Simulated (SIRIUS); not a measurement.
Crystal: TiP5.

```
Ti P
1.0
     0.00000    3.53294    3.53294
     3.53294    0.00000    3.53294
     3.53294    3.53294    0.00000
Ti P
1 5
Direct
  0.00000 0.00000 0.00000
  0.25000 0.25000 0.25000
  0.62424 0.62424 0.62424
  0.12729 0.62424 0.62424
  0.62424 0.62424 0.12729
  0.62424 0.12729 0.62424
```

The cell was built by a generator and needn't be a form met in nature.

Program: SIRIUS 7.10.0. Alike in all runs: task single point; potentials or basis PseudoDojo 0.4.1 PBE standard (scalar relativistic); no spin polarisation; cell as given; k mesh 3 × 3 × 3; cutoff (eV) 1152; smearing fermi-dirac 0.05 eV; the mesh is coarse, so values aren't converged.

Task: Order these runs on this cell by their pressure, lowest first.
A. level PW91; libxc names ["XC_GGA_X_PW91", "XC_GGA_C_PW91"]
B. level SOGGA; libxc names ["XC_GGA_X_SOGGA", "XC_GGA_C_PBE"]
C. level LDA-PZ; libxc names ["XC_LDA_X", "XC_LDA_C_PZ"]
D. level BLYP; libxc names ["XC_GGA_X_B88", "XC_GGA_C_LYP"]

Result: B (-4.9 GPa), C (-2.7 GPa), A (2.5 GPa), D (11.6 GPa).

Caveats: all runs use coarse meshes; the potentials were made for another functional, which shifts forces and pressure.

Runs at the PBE level aren't shown here.
